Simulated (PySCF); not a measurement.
# A diatomic session: KTe

The task here is to estimate one member of a computed series from the others.

Program: PySCF 2.14.0. Level of theory: K x2c-SVPall, Te x2c-SVPall, spin-free X2C with a Gaussian nucleus. These are calculated values, not measurements.

The first run:

A driver script around PySCF takes these settings:

```yaml
atoms: K, Te
charge: 0
basis: K x2c-SVPall, Te x2c-SVPall
Hamiltonian: spin-free X2C with a Gaussian nucleus
basis_functions: 60
electrons_treated: 71
masses_in_u: 38.9637, 129.9062
levels: PBE0, PBE, r²SCAN, BHandHLYP, M06-L, TPSS, CAM-B3LYP, HF, MP2, SCS-MP2, CCSD, CCSD(T)
grid: 80 radial by 434 angular points
occupations: held fixed by the projection of orbital angular momentum
dissociation_limit: K + Te, each in its ground configuration
starting_distance_in_angstrom: 3.265
values_of_2S_to_try: 1, 3
```

Started as:

```sh
> OMP_NUM_THREADS=1 python dia.py task.json out
```

Steps of the session up to this table: The job; PBE0 along the bond; Other states along the same grid; PBE (GGA); r²SCAN (meta-GGA); BHandHLYP (global hybrid GGA); M06-L (meta-GGA); TPSS (meta-GGA); CAM-B3LYP; UHF (mean field); MP2 and coupled cluster.

One table of the session follows, with a row left open; its other results are not shown here.

It belongs to the step «The curves together». Energy (eV) from each level's lowest point:

```
R (Å)    UHF  UHF-MP2  UHF-SCS-MP2  UHF-CCSD  UHF-CCSD(T)
2.724  0.705    0.627        0.644       n/a          n/a
2.851  0.344    0.294        0.305     0.302        0.302
2.978  0.134    0.105        0.111     0.110        0.110
3.073  0.048    0.031        0.035     0.034        0.034
3.168      ?        ?            ?         ?            ?
3.263  0.000    0.001        0.000     0.000        0.000
3.390  0.030    0.040        0.036     0.036        0.035
3.548  0.112    0.129        0.122     0.122        0.121
3.738  0.251    0.275        0.265     0.265        0.262
```

Estimate the missing values for R (Å) = 3.168.

Worked estimate for «UHF». A straight line through the neighbours (3.073, 0.048) and (3.263, 0.000) gives 0.048 + (0.000 − 0.048) × (3.168 − 3.073) / (3.263 − 3.073) = 0.024; a parabola fitted to 4 rows on both sides gives 0.008.

The run gave: UHF: 0.007; UHF-MP2: 0.000; UHF-SCS-MP2: 0.001; UHF-CCSD: 0.001; UHF-CCSD(T): 0.001. In «UHF» the line misses by +0.017 and the parabola by +0.001.
